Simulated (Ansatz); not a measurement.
# W3S2: the cost of one run

Program: Ansatz 0.2.0. Level of theory: DFT PBE, scalar-relativistic, plane waves, PAW. These are calculated values, not measurements.

2 further runs of the same task are left out: 2 set aside as unsound or not needed.

### Step 1. The starting structure

Symmetry: P-3m1, No. 164, trigonal system. The conventional cell has a = 4.029 Å, b = 4.029 Å, c = 6.269 Å, α = 90.00°, β = 90.00°, γ = 120.00°. Around W (site symmetry -3m) lie 6 S at 2.79 Å. W (site symmetry 3m) has 4 S at 2.43 to 2.51 Å as nearest neighbours. Around S (site symmetry 3m) lie 7 W at 2.43 to 2.79 Å.

As a file:

```
CELL_PARAMETERS angstrom
4.02912 0.00000 0.00000
-2.01456 3.48932 0.00000
0.00000 0.00000 6.26865
ATOMIC_POSITIONS crystal
W 0.00000 0.00000 0.00000
W 0.33333 0.66667 0.64500
W 0.66667 0.33333 0.35500
S 0.33333 0.66667 0.24500
S 0.66667 0.33333 0.75500
```

This is candidate A: A-type sesquioxide type (P-3m1, No. 164).

(A quick probe on a coarse mesh, which set the mesh and smearing, is not shown.)

### Step 3. Rough relaxation on the coarse mesh (candidate A)

input.yaml

```yaml
crystal:
  lattice:
    - [4.0291171832, 0.0, 0.0]
    - [-2.0145585916, 3.4893178355, 0.0]
    - [0.0, 0.0, 6.2686518612]
  atoms:
    - { symbol: W, position: [0.0, 0.0, 0.0], spin: 1.28 }
    - { symbol: W, position: [0.3333333333, 0.6666666667, 0.645] }
    - { symbol: W, position: [0.6666666667, 0.3333333333, 0.355] }
    - { symbol: S, position: [0.3333333333, 0.6666666667, 0.245] }
    - { symbol: S, position: [0.6666666667, 0.3333333333, 0.755] }
basis:
  ecutwfc: 420
kpoints:
  mp_grid: { grid: [6, 6, 4] }
hamiltonian:
  xc: pbe
scf:
  occupations: { method: gaussian, width: 0.1 }
  lower_state_search: "off"
output:
  forces: true
  stress: true
  eigenvalues: true
  populations: true
magnetization:
  spin_polarized: true
relax:
  adjacent_minimum: "off"
  f_tol: 0.04
  max_steps: 70
  cell: { stress_tol: 0.4 }
```

Launch:

```
$ ansatz run input.yaml --threads 1 --pin off --max-ram 2560MiB --backend cpu --events-out ev --progress --plain --runs-dir out
```

What time and memory should one allow on 1 thread of Intel Xeon Platinum 8488C (Sapphire Rapids), shared host?

About 2 min, with a peak of 0.47 GiB.
